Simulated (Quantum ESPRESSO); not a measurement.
Here is a Quantum ESPRESSO 7.5 calculation.

Contents of pw.in:

```
&CONTROL
  calculation = 'scf'
  prefix = 'pwscf'
  outdir = './tmp'
  pseudo_dir = './pseudo'
  tprnfor = .true.
  tstress = .true.
  disk_io = 'nowf'
  forc_conv_thr = 0.0001
/
&SYSTEM
  ibrav = 0
  nat = 1
  ntyp = 1
  ecutwfc = 56
  ecutrho = 450
  nbnd = 14
  occupations = 'smearing'
  smearing = 'mp'
  degauss = 0.01469973
/
&ELECTRONS
  conv_thr = 2d-10
  electron_maxstep = 120
  mixing_beta = 0.5
/
ATOMIC_SPECIES
Pt   195.0840 pt_pbe_v1.4.uspp.F.UPF
CELL_PARAMETERS angstrom
   0.0000000000    1.9833343500    1.9635010065
   1.9833343500    0.0000000000    1.9635010065
   1.9833343500    1.9833343500    0.0000000000
ATOMIC_POSITIONS crystal
Pt     0.0000000000    0.0000000000    0.0000000000
K_POINTS automatic
32 32 32 0 0 0
```

Potentials or basis: GBRV 1.5 PBE.

Run with:

```bash
$ OMP_NUM_THREADS=1 mpirun -n 4 pw.x -nk 4 -in pw.in > pw.out
```

(1) Predict the band gap on the k mesh.

(2) What does it give for the pressure?

Answers

(1) none (metal or under the smearing width).

(2) 2.4 GPa.
